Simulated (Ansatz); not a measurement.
**SiNH₅ + HF + NH₃: a complex and its separated parts**

The complex below is one end of an elementary step. How strongly is it bound against its free parts?

Method: PBE0-D4/def2-TZVP structures, single points in def2-TZVPP, no counterpoise correction; program: Ansatz 0.2.0, Gaussian basis.

Levels: SPW92, PBE-D4, BLYP-D4, r2SCAN-D4, B97M-V, PBE0-D4, B3LYP-D4, r2SCAN0-D4, BHLYP-D4, CAM-B3LYP-D4, wB97X-V, wB97M-V, B2PLYP, PBE-QIDH, RPA on PBE, Hartree-Fock, MP2, CCSD, CCSD(T).

Cores are frozen in the correlated methods. B3LYP uses VWN-RPA correlation. B2PLYP carries no dispersion term here.

113 further runs of the same task are left out: 113 set aside as unsound or not needed.

## Step 1: Where the work starts

The complex: 13 atoms, charge 0, spin multiplicity 1.

Atoms are counted from 1 here; the program's logs count them from 0.

Bond lengths: Si1–H2 1.486 Å, Si1–H3 1.496 Å, Si1–H4 1.479 Å, Si1–N5 1.727 Å, N5–H10 1.007 Å, N5–H11 1.007 Å, H6–F7 0.968 Å, H8–N9 1.013 Å, N9–H12 1.013 Å, N9–H13 1.013 Å. Angles: H2–Si1–H3 107.2°, H2–Si1–H4 113.0°, H2–Si1–N5 106.6°, H3–Si1–H4 109.2°, H3–Si1–N5 114.2°, H4–Si1–N5 106.8°, Si1–N5–H10 119.3°, Si1–N5–H11 120.3°, H10–N5–H11 110.5°, H8–N9–H12 108.1°, H8–N9–H13 107.7°, H12–N9–H13 108.2°.

As a file:

```
Si    0.12975    0.22487    1.33477
H     1.21603    0.57306    0.38177
H    -0.79967   -0.70737    0.62381
H    -0.62848    1.40512    1.80186
N     0.89392   -0.46095    2.72354
H    -0.80817    0.98066   -1.58878
F    -1.07744    1.68939   -0.98639
H     0.65104   -0.47485   -2.22457
N    -0.30401   -0.26220   -2.48714
H     0.36396   -0.57376    3.57273
H     1.55772   -1.21112    2.61894
H    -0.32703   -0.10418   -3.48698
H    -0.86771   -1.07867   -2.28356
```

Its parts: SiNH₅ holds atoms 1, 2, 3, 4, 5, 10, 11; HF holds atoms 6, 7; NH₃ holds atoms 8, 9, 12, 13. Each part counts its atoms afresh in its own runs.

## Step 2: Relaxing SiNH₅ alone

relax-a/in.yaml reads:

```yaml
crystal:
  periodic: [false, false, false]
  atoms:
    - {symbol: Si, position_ang: [0.129750, 0.224871, 1.334772]}
    - {symbol: H, position_ang: [1.216035, 0.573059, 0.381774]}
    - {symbol: H, position_ang: [-0.799674, -0.707371, 0.623810]}
    - {symbol: H, position_ang: [-0.628477, 1.405120, 1.801859]}
    - {symbol: N, position_ang: [0.893924, -0.460950, 2.723535]}
    - {symbol: H, position_ang: [0.363957, -0.573759, 3.572733]}
    - {symbol: H, position_ang: [1.557722, -1.211119, 2.618941]}
basis:
  gaussian: {orbitals: def2-TZVP}
hamiltonian: {xc: pbe0, dispersion: d4}
relax: {f_tol: 0.005, max_steps: 200}
```

The run is started by

```console
$ ansatz run in.yaml --threads 8 --pin off --events-out ev --progress --plain --max-ram 19148MiB
```

After this run come: Relaxing HF alone; Relaxing NH₃ alone; SPW92/def2-TZVPP; PBE-D4/def2-TZVPP; BLYP-D4/def2-TZVPP; r2SCAN-D4/def2-TZVPP; B97M-V/def2-TZVPP; PBE0-D4/def2-TZVPP; B3LYP-D4/def2-TZVPP; r2SCAN0-D4/def2-TZVPP; BHLYP-D4/def2-TZVPP; CAM-B3LYP-D4/def2-TZVPP; wB97X-V/def2-TZVPP; wB97M-V/def2-TZVPP; B2PLYP/def2-TZVPP; PBE-QIDH/def2-TZVPP; RPA on PBE/def2-TZVPP; CCSD(T)/def2-TZVPP; Vibrations of SiNH₅; Vibrations of HF; Vibrations of NH₃.

Before running it: what results should come out? Wanted: complex less parts, CCSD(T)/def2-TZVPP; with zero-point energy; largest T1 diagnostic.

The runs gave:

```
                              quantity         value
complex less parts, CCSD(T)/def2-TZVPP  -61.6 kJ/mol
                with zero-point energy  -46.5 kJ/mol
                 largest T1 diagnostic         0.009
```

In words: At CCSD(T) the complex lies 61.6 kJ/mol below its parts. The functionals run from B2PLYP, off by -0.1 kJ/mol, to SPW92, off by -43.5 kJ/mol, against CCSD(T). Mean unsigned error by rung: LDA 43.5, GGA 12.2, meta-GGA 8.3, hybrid 8.2, range-separated hybrid 8.7, double hybrid 1.4 kJ/mol. PBE-D4 gives a relative energy 15.5 kJ/mol too low, outside chemical accuracy (1 kcal/mol, 4.2 kJ/mol). The complex's frequency run has imaginary modes: the structure is no minimum, so both the energy and the zero-point correction are in doubt. No counterpoise was applied, and triple zeta lacks some correlation, so the CCSD(T) reference has a basis error of its own, and close matches with it are partly luck.
